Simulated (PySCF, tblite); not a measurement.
# C₃H₁₃FSi₃: geometry, infrared bands and NMR shifts

Aim: predict the infrared bands and NMR shifts of C₃H₁₃FSi₃ (`C[SiH2][Si@@H](CF)C[SiH3]`).

Computed with tblite 0.8.0 and PySCF 2.14.0, with density-fitted response routines of our own, on a single molecule in the gas phase. Atoms are numbered from 0 throughout.

**1. The starting structure**

20 atoms, charge 0, multiplicity 1; geometry from: force field or distance geometry start.

Bonds of the start (Å): C0–Si1 1.83, Si1–Si2 2.34, Si2–C3 1.85, C3–F4 1.34, Si2–C5 1.85, C5–Si6 1.85, C0–H7 1.10, C0–H8 1.09, C0–H9 1.09, Si1–H10 1.49, Si1–H11 1.49, Si2–H12 1.49, C3–H13 1.10, C3–H14 1.10, C5–H15 1.08, C5–H16 1.10, Si6–H17 1.49, Si6–H18 1.48, Si6–H19 1.50.

**2. Optimising the geometry with GFN2-xTB**

What the job is given:

```
{"job": {"kind": "relax", "xc": "GFN2-xTB", "basis": "xTB"}, "charge": 0, "multiplicity": 1}
C     -2.679100     0.541300    -0.803900
Si    -2.074700    -0.202400     0.754500
Si     0.236500    -0.558500     0.605100
C      0.469100    -1.755200    -0.780200
F      0.128900    -1.163600    -1.938500
C      1.018400     1.095900     0.304100
Si     2.854900     0.867100     0.364000
H     -3.759400     0.731500    -0.746300
H     -2.196300     1.499900    -1.006500
H     -2.511200    -0.112300    -1.656400
H     -2.743900    -1.510300     1.020200
H     -2.343500     0.697300     1.912700
H      0.683000    -1.133000     1.905600
H      1.513700    -2.090500    -0.861900
H     -0.157000    -2.645800    -0.659100
H      0.717600     1.501900    -0.652500
H      0.712300     1.820700     1.072700
H      3.299100    -0.136100    -0.640700
H      3.531500     2.155400     0.087000
H      3.295000     0.407400     1.717000
```

Run with:

```
$ OMP_NUM_THREADS=1 python probes_run.py task.json out
```

This one command runs all jobs of the session in turn.

**Question.** This job is followed by: GFN2-xTB harmonic vibrations, gas phase; GIAO PBE0/pcSseg-1 NMR shielding, non-relativistic, gas phase. Predict these results of the whole session: strongest single infrared mode (GFN2-xTB); zero-point energy (GFN2-xTB); 13C shifts against TMS (PBE0/pcSseg-1); 1H shifts against TMS (PBE0/pcSseg-1, means over atoms taken as alike); 29Si shifts against TMS (PBE0/pcSseg-1); 19F shifts against CFCl3 (PBE0/pcSseg-1); surface potential, 1st and 99th percentile.

As calculated:

| quantity | value |
| --- | --- |
| strongest single infrared mode (GFN2-xTB) | 2167 cm⁻¹, 435 km/mol |
| zero-point energy (GFN2-xTB) | 88.4 kcal/mol |
| 13C shifts against TMS (PBE0/pcSseg-1) | 80.4, -10.1, -15.0 ppm |
| 1H shifts against TMS (PBE0/pcSseg-1, means over atoms taken as alike) | 5.30, 4.98, 4.10, 4.08, 4.04, 3.93, 0.30, 0.15, -0.30 ppm |
| 29Si shifts against TMS (PBE0/pcSseg-1) | -44.1, -74.0, -78.6 ppm |
| 19F shifts against CFCl3 (PBE0/pcSseg-1) | -303.0 ppm |
| surface potential, 1st and 99th percentile | -1.02 V and 1.01 V |

In words: Relaxing lowered the energy by 0.424 eV in 70 steps; the close pair that moved most is Si2–C3, from 1.845 to 1.927 Å. No mode is imaginary among the 54: a minimum at this level. The strongest single mode, at 2167 cm⁻¹, moves mainly H11. GFN2-xTB is a fitted tight-binding method: band positions and strengths are rough. Its intensities can rank the bands wrongly. C3 (sp3 CH2 bonded to F and Si) lies farthest downfield among carbon, at 80.4 ppm; deshielded by the electronegative neighbour. At PBE0/pcSseg-1: Shielding is most anisotropic at C3 (span 125 ppm, paramagnetic term -142 ppm).
